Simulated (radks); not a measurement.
**Ionisation of Os³⁺: one atom, several choices of functional**

How much does the choice of functional matter for taking an electron from Os³⁺? Both Os³⁺ ([Xe] 4f14 5d5) and Os⁴⁺ ([Xe] 4f14 5d4) are run for each choice.

Method: Dirac Kohn-Sham, spin-unpolarised, spherical densities, point nucleus; open shells are shared between the two j in proportion to 2j + 1. Code: radks (a radial shooting solver on a logarithmic mesh, Libxc functionals) version 1.

### Step 1. The system

| Property | Result |
| --- | --- |
| element | osmium (Z = 76) |
| charge | +3 |
| electrons | 73 |
| configuration | [Xe] 4f14 5d5 |
| ion | Os⁴⁺, [Xe] 4f14 5d4 |
| choices | PW91; AM05; exchange-only PBE; LDA (Slater exchange, Perdew-Zunger correlation); BP86 |

The outer shells:

Os³⁺
```
[Xe] core
4f [↑↓][↑↓][↑↓][↑↓][↑↓][↑↓][↑↓]
5d [↑ ][↑ ][↑ ][↑ ][↑ ]
```

Os⁴⁺
```
[Xe] core
4f [↑↓][↑↓][↑↓][↑↓][↑↓][↑↓][↑↓]
5d [↑ ][↑ ][↑ ][↑ ][  ]
```

### Step 2. PW91: Os³⁺

Settings of this run:

```text
Z 76
configuration [Xe] 4f14 5d5
relativity Dirac
functional pw91,pw91
spin unpolarised
j_filling average
nucleus point
c 137.035999084
```

### Step 3. PW91: Os⁴⁺

Settings, as their differences from step 2:

```diff
@@ -1,3 +1,3 @@
 Z 76
-configuration [Xe] 4f14 5d5
+configuration [Xe] 4f14 5d4
 relativity Dirac
```

### Step 4. AM05: Os³⁺

Settings of this run:

```text
Z 76
configuration [Xe] 4f14 5d5
relativity Dirac
functional am05,am05
spin unpolarised
j_filling average
nucleus point
c 137.035999084
```

### Step 5. AM05: Os⁴⁺

Settings, as their differences from step 4:

```diff
@@ -1,3 +1,3 @@
 Z 76
-configuration [Xe] 4f14 5d5
+configuration [Xe] 4f14 5d4
 relativity Dirac
```

### Step 6. exchange-only PBE: Os³⁺

Settings of this run:

```text
Z 76
configuration [Xe] 4f14 5d5
relativity Dirac
functional pbe,
spin unpolarised
j_filling average
nucleus point
c 137.035999084
```

### Step 7. exchange-only PBE: Os⁴⁺

Settings, as their differences from step 6:

```diff
@@ -1,3 +1,3 @@
 Z 76
-configuration [Xe] 4f14 5d5
+configuration [Xe] 4f14 5d4
 relativity Dirac
```

### Step 8. LDA (Slater exchange, Perdew-Zunger correlation): Os³⁺

Settings of this run:

```text
Z 76
configuration [Xe] 4f14 5d5
relativity Dirac
functional lda,pz
spin unpolarised
j_filling average
nucleus point
c 137.035999084
```

### Step 9. LDA (Slater exchange, Perdew-Zunger correlation): Os⁴⁺

Settings, as their differences from step 8:

```diff
@@ -1,3 +1,3 @@
 Z 76
-configuration [Xe] 4f14 5d5
+configuration [Xe] 4f14 5d4
 relativity Dirac
```

### Step 10. BP86: Os³⁺

Settings of this run:

```text
Z 76
configuration [Xe] 4f14 5d5
relativity Dirac
functional b88,p86
spin unpolarised
j_filling average
nucleus point
c 137.035999084
```

### Step 11. BP86: Os⁴⁺

Settings, as their differences from step 10:

```diff
@@ -1,3 +1,3 @@
 Z 76
-configuration [Xe] 4f14 5d5
+configuration [Xe] 4f14 5d4
 relativity Dirac
```

What does the calculation give? Wanted: for each run, functional; E(Os³⁺); Δ-SCF; −ε(HOMO); <r> HOMO; error.

The runs gave:

```csv
functional,E(Os³⁺) (hartree),Δ-SCF (eV),−ε(HOMO) (eV),<r> HOMO (bohr),error (eV)
PW91,-17281.4383,41.540,34.534,1.629,+0.54
AM05,-17270.2398,41.487,34.474,1.624,+0.49
exchange-only PBE,-17275.2810,40.292,33.330,1.645,-0.71
"LDA (Slater exchange, Perdew-Zunger correlation)",-17269.8317,41.773,34.763,1.629,+0.77
BP86,-17281.8138,41.573,34.576,1.626,+0.57
```

The NIST Atomic Spectra Database lists 41 +/- 1.7 eV (theoretical). Nearest is AM05 (+0.49 eV off), farthest LDA (Slater exchange, Perdew-Zunger correlation) (+0.77 eV). The ionisation energies span 1.48 eV, the total energies of Os³⁺ 326 eV: most of the change in the total cancels in the difference. Spin polarisation and multiplet splitting are left out, so open shells lie too high by an amount that depends on their filling. Sharing an open shell by 2j + 1 raises it above the true ground level by a part of the spin-orbit splitting, which enters the differences from NIST.
